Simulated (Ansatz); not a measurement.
# FH3SSn: vertical ionisation energy

Aim: the vertical ionisation energy of FH3SSn, as cation minus neutral at the neutral's geometry, on several levels, and how well −ε(HOMO) stands in for it.

Method: unrestricted cation, the program's frozen cores in correlated methods; program: Ansatz 0.2.0, Gaussian basis.

Levels to be run: UKS PBE-D4/def2-TZVPP; UKS r2SCAN-D4/def2-TZVPP; UKS PBE0-D4/def2-TZVPP; UKS B3LYP-D4/def2-TZVPP; UKS wB97X-V/def2-TZVPP; UKS wB97M-V/def2-TZVPP; UKS B2PLYP/def2-TZVPP; UHF-CCSD(T)/def2-TZVPP; UHF-MP2/def2-QZVPP; extrapolation to the limit; then −ε(HOMO) from the neutral's earlier runs with LDA (SPW92), PBE-D4, revPBE-D4, BLYP-D4, r2SCAN-D4, B97M-V, PBE0-D4, B3LYP-D4, r2SCANh-D4, r2SCAN0-D4, HSE06-D4, BHLYP-D4, CAM-B3LYP-D4, LC-ωPBE, ωB97X-V, ωB97M-V.

1 further run of the same task is left out (it didn't finish).

### 1 The relaxed structure

All runs share one geometry, relaxed beforehand with PBE0-D4 in a triple-zeta def2 set. Sn takes the def2 core potential; no spin-orbit term is included.

SMILES `[F][SnH2][SH]`, 6 atoms, charge 0, spin multiplicity 1.

Atoms are counted from 1 here; the program's logs count them from 0.

Bond lengths: F1–Sn2 1.924 Å, Sn2–S3 2.380 Å, Sn2–H4 1.696 Å, Sn2–H5 1.699 Å, S3–H6 1.344 Å. Angles: F1–Sn2–S3 107.4°, F1–Sn2–H4 105.3°, F1–Sn2–H5 103.8°, S3–Sn2–H4 109.0°, S3–Sn2–H5 112.1°, H4–Sn2–H5 118.4°, Sn2–S3–H6 93.3°.

### 2 Cation, UKS PBE-D4/def2-TZVPP

in.yaml reads:

```yaml
crystal:
  periodic: [false, false, false]
  atoms:
    - {symbol: F, position_ang: [-1.940320, 0.027310, 0.559620]}
    - {symbol: Sn, position_ang: [-0.320129, -0.028486, -0.476055]}
    - {symbol: S, position_ang: [1.406187, -0.837051, 0.948616]}
    - {symbol: H, position_ang: [-0.609935, -1.170169, -1.696910]}
    - {symbol: H, position_ang: [-0.071652, 1.590279, -0.927441]}
    - {symbol: H, position_ang: [1.577849, 0.354116, 1.545969]}
basis:
  gaussian: {orbitals: def2-TZVPP}
total_charge: 1
magnetization: {spin_polarized: true, initial_magnetization: 1}
hamiltonian: {xc: pbe, dispersion: d4}
```

Command:

```bash
$ ansatz run in.yaml --threads 2 --pin off --events-out ev --progress --plain --max-ram 22528MiB --backend cpu
```

Log:

```text
Functional definition: PBE
  name "PBE"
  cite "Perdew, Burke & Ernzerhof, Phys. Rev. Lett. 77, 3865 (1996) doi:10.1103/PhysRevLett.77.3865"
  parent pbe
  parameter kappa = 0.804
  parameter beta = 0.06672455060314922
  exchange = pbe_x(kappa = kappa, mu = beta*pi^2/3)
  correlation = pbe_c(beta = beta)
1005 factors; their error is unknown
mean field evaluation 1: about -19406.5202 eV, gradient 6.2e1 eV
mean field evaluation 2: about -19103.2254 eV, gradient 1.7e2 eV
mean field evaluation 4: about -19408.3201 eV, gradient 3.9e1 eV
mean field evaluation 8: about -19418.0183 eV, gradient 3.0e0 eV
mean field evaluation 16: about -19418.0609 eV, gradient 6.0e-3 eV
mean field evaluation 32: about -19412.9735 eV, gradient 2.8e1 eV
mean field evaluation 64: about -19417.2132 eV, gradient 1.2e1 eV
mean field -19418.06093772 eV, -713.6005774267 hartree, gradient 1.7e-5 eV, S^2 0.753890; 8 other end points of the search recorded, 0 dependent functions left out
reference -19418.06098005 eV, -713.6005789823 hartree; 25, 24 occupied and 140, 141 virtual orbitals, 1005 factors
Total energy: -19418.15953498 eV, -713.6042008093 hartree
```

It took 5.5 s on 2 threads of AMD EPYC 7R13, shared host.

The neutral molecule at this level: -19428.1865 eV. Difference: 10.027 eV. ⟨S²⟩ = 0.754.

### 3 Cation, UKS r2SCAN-D4/def2-TZVPP

Changes to in.yaml since step 2:

```diff
@@ -13,2 +13,2 @@
 magnetization: {spin_polarized: true, initial_magnetization: 1}
-hamiltonian: {xc: pbe, dispersion: d4}
+hamiltonian: {xc: r2scan, dispersion: d4}
```

Launched as before.

Log, shortened:

```text
Functional definition: r2SCAN
  name "r2SCAN"
  cite "Furness, Kaplan, Ning, Perdew & Sun, J. Phys. Chem. Lett. 11, 8208 (2020) doi:10.1021/acs.jpclett.0c02405"
  cite "Furness, Kaplan, Ning, Perdew & Sun, J. Phys. Chem. Lett. 11, 9248 (2020) doi:10.1021/acs.jpclett.0c03077"
  parent r2scan
[...]
1005 factors; their error is unknown
[...]
mean field -19425.78458050 eV, -713.8844160636 hartree, gradient 2.9e-5 eV, S^2 0.758104; 7 other end points of the search recorded, 0 dependent functions left out
reference -19425.78459373 eV, -713.8844165498 hartree; 25, 24 occupied and 140, 141 virtual orbitals, 1005 factors
Total energy: -19425.80604372 eV, -713.8852048224 hartree
```

Run time: 9 s. Hardware: 2 threads of AMD EPYC 7R13, shared host.

The neutral molecule at this level: -19435.9005 eV. Difference: 10.094 eV. ⟨S²⟩ = 0.758.

### 4 Cation, UKS PBE0-D4/def2-TZVPP

Changes to in.yaml since step 3:

```diff
@@ -13,2 +13,2 @@
 magnetization: {spin_polarized: true, initial_magnetization: 1}
-hamiltonian: {xc: r2scan, dispersion: d4}
+hamiltonian: {xc: pbe0, dispersion: d4}
```

Launched as before.

Log:

```text
Functional definition: PBE0
  name "PBE0"
  cite "Adamo & Barone, J. Chem. Phys. 110, 6158 (1999) doi:10.1063/1.478522"
  cite "Perdew, Burke & Ernzerhof, Phys. Rev. Lett. 77, 3865 (1996) doi:10.1103/PhysRevLett.77.3865"
  parent pbe
  parameter a = 0.25
  parameter kappa = 0.804
  parameter beta = 0.06672455060314922
  exchange = (1 - a)*pbe_x(kappa = kappa, mu = beta*pi^2/3) + a*exact_x
  correlation = pbe_c(beta = beta)
1109 factors; their error is unknown
mean field evaluation 1: about -19410.0029 eV, gradient 5.4e1 eV
mean field evaluation 2: about -19177.5983 eV, gradient 1.8e2 eV
mean field evaluation 4: about -19418.4505 eV, gradient 1.2e1 eV
mean field evaluation 8: about -19419.0101 eV, gradient 2.2e-1 eV
mean field evaluation 16: about -19419.1039 eV, gradient 4.7e-3 eV
mean field evaluation 32: about -19418.9501 eV, gradient 1.6e0 eV
mean field -19419.10391450 eV, -713.6389061166 hartree, gradient 2.9e-5 eV, S^2 0.756051; 4 other end points of the search recorded, 0 dependent functions left out
reference -19419.10394517 eV, -713.6389072434 hartree; 25, 24 occupied and 140, 141 virtual orbitals, 1109 factors
Total energy: -19419.18747020 eV, -713.6419767319 hartree
```

Wall time 5.5 s (2 threads of AMD EPYC 7R13, shared host); peak memory 0.5 GiB.

Less the neutral's -19429.3322 eV (earlier run), this gives 10.145 eV. ⟨S²⟩ = 0.756.

### 5 Cation, UKS B3LYP-D4/def2-TZVPP

Changes to in.yaml since step 4:

```diff
@@ -13,2 +13,2 @@
 magnetization: {spin_polarized: true, initial_magnetization: 1}
-hamiltonian: {xc: pbe0, dispersion: d4}
+hamiltonian: {xc: {name: B3LYP}, dispersion: d4}
```

Same command.

Log, shortened:

```text
Functional definition: B3LYP
  name "B3LYP"
  cite "Stephens, Devlin, Chabalowski & Frisch, J. Phys. Chem. 98, 11623 (1994) doi:10.1021/j100096a001"
  cite "Becke, Phys. Rev. A 38, 3098 (1988) doi:10.1103/PhysRevA.38.3098"
  cite "Lee, Yang & Parr, Phys. Rev. B 37, 785 (1988) doi:10.1103/PhysRevB.37.785"
  cite "Vosko, Wilk & Nusair, Can. J. Phys. 58, 1200 (1980) doi:10.1139/p80-159"
[...]
1061 factors; their error is unknown
[...]
mean field -19427.92751957 eV, -713.9631676218 hartree, gradient 2.6e-5 eV, S^2 0.754718; 5 other end points of the search recorded, 0 dependent functions left out
reference -19427.92777202 eV, -713.9631768992 hartree; 25, 24 occupied and 140, 141 virtual orbitals, 1061 factors
Total energy: -19428.08970637 eV, -713.9691278770 hartree
```

Wall time 6.5 s (2 threads of AMD EPYC 7R13, shared host); peak memory 0.49 GiB.

Less the neutral's -19438.2859 eV (earlier run), this gives 10.196 eV. ⟨S²⟩ = 0.755.

### 6 Cation, UKS wB97X-V/def2-TZVPP

Changes to in.yaml since step 5:

```diff
@@ -13,2 +13,2 @@
 magnetization: {spin_polarized: true, initial_magnetization: 1}
-hamiltonian: {xc: {name: B3LYP}, dispersion: d4}
+hamiltonian: {xc: {name: wB97X-V}}
```

Launched as before.

Log, shortened:

```text
Functional definition: wB97X-V
  name "wB97X-V"
  cite "Mardirossian & Head-Gordon, Phys. Chem. Chem. Phys. 16, 9904 (2014) doi:10.1039/C3CP54374A"
  cite "Becke, J. Chem. Phys. 107, 8554 (1997) doi:10.1063/1.475007"
  cite "Vydrov & Van Voorhis, J. Chem. Phys. 133, 244103 (2010) doi:10.1063/1.3521275"
[...]
      + integral(e_c_pw_opposite_spin*poly(b97_u_opposite, cos0, cos1)) + vv10(b, c)
1056 factors; their error is unknown
219 factors; integrals over basis functions are off by at most 1.1e-5 eV
[...]
mean field -19422.26660525 eV, -713.7551328578 hartree, gradient 4.6e-5 eV, S^2 0.754199; 2 other end points of the search recorded, 0 dependent functions left out
reference -19422.26660346 eV, -713.7551327921 hartree; 25, 24 occupied and 140, 141 virtual orbitals, 1056 factors
Total energy: -19422.26660346 eV, -713.7551327921 hartree
```

Run time: 11 s. Hardware: 2 threads of AMD EPYC 7R13, shared host; peak memory 0.65 GiB.

The neutral molecule at this level: -19432.4861 eV. Difference: 10.220 eV. ⟨S²⟩ = 0.754.

### 7 Cation, UKS wB97M-V/def2-TZVPP

Changes to in.yaml since step 6:

```diff
@@ -13,2 +13,2 @@
 magnetization: {spin_polarized: true, initial_magnetization: 1}
-hamiltonian: {xc: {name: wB97X-V}}
+hamiltonian: {xc: {name: wB97M-V}}
```

The command is unchanged.

Log, shortened:

```text
Functional definition: wB97M-V
  name "wB97M-V"
  cite "Mardirossian & Head-Gordon, J. Chem. Phys. 144, 214110 (2016) doi:10.1063/1.4952647"
  cite "Becke, J. Chem. Phys. 107, 8554 (1997) doi:10.1063/1.475007"
  cite "Vydrov & Van Voorhis, J. Chem. Phys. 133, 244103 (2010) doi:10.1063/1.3521275"
  # Of w^i u^j: cxij and so on, Table III.
[...]
  gx(w, u) = 1 - cx + cx01*u + cx10*w
  gss(w, u) = css00 + css04*u^4 + css10*w + css20*w^2 + css43*w^4*u^3
  gos(w, u) = cos00 + cos10*w + (cos20 + cos21*u)*w^2 + (cos60 + cos61*u)*w^6
[...]
      + integral(e_c_pw_mod_opposite_spin*gos(b97_w_opposite, b97_u_opposite)) + vv10(b, c)
1056 factors; their error is unknown
219 factors; integrals over basis functions are off by at most 1.1e-5 eV
[...]
mean field -19422.52173971 eV, -713.7645088763 hartree, gradient 6.2e-5 eV, S^2 0.753140; 2 other end points of the search recorded, 0 dependent functions left out
reference -19422.52178820 eV, -713.7645106584 hartree; 25, 24 occupied and 140, 141 virtual orbitals, 1056 factors
Total energy: -19422.52178820 eV, -713.7645106584 hartree
```

Wall time 13 s (2 threads of AMD EPYC 7R13, shared host); peak memory 0.7 GiB.

Less the neutral's -19432.7388 eV (earlier run), this gives 10.217 eV. ⟨S²⟩ = 0.753.

### 8 Cation, UKS B2PLYP (frozen core)/def2-TZVPP

Changes to in.yaml since step 7:

```diff
@@ -13,2 +13,2 @@
 magnetization: {spin_polarized: true, initial_magnetization: 1}
-hamiltonian: {xc: {name: wB97M-V}}
+hamiltonian: {xc: {name: B2PLYP}}
```

Same command.

Log, shortened:

```text
Functional definition: B2PLYP
  name "B2PLYP"
  cite "Grimme, J. Chem. Phys. 124, 034108 (2006) doi:10.1063/1.2148954"
  cite "Becke, Phys. Rev. A 38, 3098 (1988) doi:10.1103/PhysRevA.38.3098"
  cite "Lee, Yang & Parr, Phys. Rev. B 37, 785 (1988) doi:10.1103/PhysRevB.37.785"
[...]
1137 factors; integrals over basis functions are off by at most 9.8e-4 eV
[...]
mean field -19408.38169755 eV, -713.2448719113 hartree, gradient 6.0e-6 eV, S^2 0.757692; 4 other end points of the search recorded, 0 dependent functions left out
10 core orbitals not correlated: weight in the atoms' cores, before any rotation towards them, 1.000 or more for the frozen orbitals, at most 0.000 for the correlated occupied ones
reference -19408.38185578 eV, -713.2448777263 hartree; 15, 14 occupied and 140, 141 virtual orbitals, 1137 factors
second order -23.55076180 eV of doubles, -0.00000000 eV of singles
Total energy: -19414.74056147 eV, -713.4785558502 hartree
```

Wall time 9 s (2 threads of AMD EPYC 7R13, shared host); peak memory 0.63 GiB.

Less the neutral's -19424.8760 eV (earlier run), this gives 10.135 eV. ⟨S²⟩ = 0.758.

### 9 Cation, UHF-CCSD(T)/def2-TZVPP

Changes to in.yaml since step 8:

```diff
@@ -13,2 +13,3 @@
 magnetization: {spin_polarized: true, initial_magnetization: 1}
-hamiltonian: {xc: {name: B2PLYP}}
+correlation: {method: ccsd_t}
+scf: {omitted_lower_state_checks: [cluster_reference]}
```

Command:

```bash
$ ansatz run in.yaml --threads 2 --pin off --events-out ev --progress --plain --max-ram 22528MiB --backend cuda --devices 0, --max-vram 18GiB
```

Log, shortened:

```text
Functional definition: HF
  name "HF"
  cite "Fock, Z. Phys. 61, 126 (1930) doi:10.1007/BF01340294"
  parent pbe
[...]
1137 factors; integrals over basis functions are off by at most 9.8e-4 eV
[...]
mean field -19370.09287425 eV, -711.8377836082 hartree, gradient 3.1e-6 eV, S^2 0.764767; 3 other end points of the search recorded, 0 dependent functions left out
10 core orbitals not correlated: weight in the atoms' cores, before any rotation towards them, 1.000 or more for the frozen orbitals, at most 0.000 for the correlated occupied ones
reference -19370.09287425 eV, -711.8377836082 hartree; 15, 14 occupied and 140, 141 virtual orbitals, 1137 factors
second order -19.52669925 eV of doubles, -0.00000000 eV of singles
cycle   1  -19.58271740 eV  change   -5.6e-2 eV  update   1.1e-1
[...]
cycle  16  -20.22593163 eV  change   -1.8e-6 eV  update   3.0e-5
perturbative correction -0.63439730 eV, -0.0233136708 hartree
Total energy: -19390.95320318 eV, -712.6043865567 hartree
Checks for a lower state left out: cluster_reference
```

It took 16 s on 1 × H100 (card shared with other runs) with 2 threads of AMD EPYC 7R13, shared host; peak host memory 1 GiB.

Less the neutral's -19401.1017 eV (earlier run), this gives 10.149 eV. ⟨S²⟩ = 0.765. T1 = 0.016 (report).

### 10 Cation, UHF-MP2/def2-QZVPP

Changes to in.yaml since step 9:

```diff
@@ -10,6 +10,6 @@
 basis:
-  gaussian: {orbitals: def2-TZVPP}
+  gaussian: {orbitals: "def2-QZVPP.json"}
 total_charge: 1
 magnetization: {spin_polarized: true, initial_magnetization: 1}
-correlation: {method: ccsd_t}
+correlation: {method: mp2}
 scf: {omitted_lower_state_checks: [cluster_reference]}
```

The command is unchanged.

Log, shortened:

```text
Functional definition: HF
  name "HF"
  cite "Fock, Z. Phys. 61, 126 (1930) doi:10.1007/BF01340294"
  parent pbe
[...]
1820 factors; integrals over basis functions are off by at most 7.3e-4 eV
[...]
mean field -19370.62563242 eV, -711.8573621098 hartree, gradient 2.2e-6 eV, S^2 0.765146; 3 other end points of the search recorded, 0 dependent functions left out
10 core orbitals not correlated: weight in the atoms' cores, before any rotation towards them, 1.000 or more for the frozen orbitals, at most 0.000 for the correlated occupied ones
reference -19370.62563242 eV, -711.8573621098 hartree; 15, 14 occupied and 274, 275 virtual orbitals, 1820 factors
second order -26.32302897 eV of doubles, -0.00000000 eV of singles
Total energy: -19396.94866139 eV, -712.8247155820 hartree
Checks for a lower state left out: cluster_reference
```

Wall time 6.5 s (1 × H100 (card shared with other runs) with 2 threads of AMD EPYC 7R13, shared host); peak host memory 0.9 GiB.

### 11 From triple and quadruple zeta to the limit

No new run: Hartree-Fock is extrapolated as exp(−7.88√X) and correlation as X^−2.97, with X = 3 and 4; only MP2 was run in the larger set, so CCSD(T) minus MP2 is added from the smaller one.

```tsv
level	energy at the limit (eV)
HF	-19370.6990
MP2	-19402.0564
CCSD	-19402.7556
CCSD(T)	-19403.3900
```

This is no true limit for total energies: MP2 correlation changes by a factor of 1.35 from triple to quadruple zeta (about 1.07 in light molecules), because outer-core shells are correlated in sets not made for them. Much of that cancels between molecule and atoms or ions.

The neutral's limit, from its own earlier runs, is -19413.7356 eV in the additive form (MP2 limit plus CCSD(T) minus MP2 in triple zeta), in which the cation has -19403.3900 eV.

### 12 The ladder

Differences are taken before rounding.

```tsv
method	ionisation energy (eV)	from CCSD(T)/CBS (eV)	time
PBE-D4	10.03	-0.32	7.2 s
r2SCAN-D4	10.09	-0.25	12 s
PBE0-D4	10.14	-0.20	7.2 s
B3LYP-D4	10.20	-0.15	9.2 s
ωB97X-V	10.22	-0.13	16 s
ωB97M-V	10.22	-0.13	20 s
B2PLYP	10.14	-0.21	12 s
HF/def2-TZVPP	9.12	-1.22	
MP2/def2-TZVPP	10.23	-0.12	
CCSD/def2-TZVPP	10.09	-0.26	
CCSD(T)/def2-TZVPP	10.15	-0.20	18 s (GPU)
CCSD(T)/CBS	10.35	0	28 s (GPU)
```

Some runs used a GPU and others CPU threads alone; cost is compared among the CPU runs only.

Among the levels timed on like hardware, those that no quicker one beats, quickest first: PBE-D4 (7.2 s, -0.32 eV); PBE0-D4 (7.2 s, -0.20 eV); B3LYP-D4 (9.2 s, -0.15 eV); ωB97X-V (16 s, -0.13 eV).

Times add the cation's run and the neutral's; HF, MP2 and CCSD come out of the CCSD(T) runs.

Orbital estimates, from the neutral's runs:

```tsv
functional	−ε(HOMO) (eV)	by energy difference (eV)
LDA (SPW92)	6.76	
PBE-D4	6.63	10.03
revPBE-D4	6.58	
BLYP-D4	6.47	
r2SCAN-D4	6.93	10.09
B97M-V	7.02	
PBE0-D4	7.89	10.14
B3LYP-D4	7.63	10.20
r2SCANh-D4	7.39	
r2SCAN0-D4	8.08	
HSE06-D4	7.48	
BHLYP-D4	8.99	
CAM-B3LYP-D4	9.21	
LC-ωPBE	10.64	
ωB97X-V	10.26	10.22
ωB97M-V	10.09	10.22
```

### 13 What came out

| quantity | value |
| --- | --- |
| ionisation energy, CCSD(T)/CBS | 10.35 eV |
| nearest functional by difference | ωB97X-V (-0.13 eV) |
| nearest −ε(HOMO) | ωB97X-V (-0.08 eV) |
| −ε(HOMO) of PBE | 6.63 eV |
| T1 of the cation | 0.016 |

What this shows: Energy differences with functionals land within 0.32 eV of the reference. −ε(HOMO) of PBE misses by 3.7 eV, since self-interaction lifts the level. Among orbital estimates ωB97X-V comes nearest. Hartree-Fock falls 1.22 eV short, as the neutral has more correlation energy than the cation. The cation may have settled in a state other than its lowest; no search over hole states beyond the program's own was made. Correlated methods include outer-core shells of Sn, which these sets cover unevenly. With outer-core shells in play the reference is unsure by up to some tenths of an eV, so close misses can't be ranked.

ωB97X-V reaches 0.13 eV from the reference in 16 s; the quickest level in the cost chart, PBE-D4, takes 7.2 s and misses by 0.32 eV.
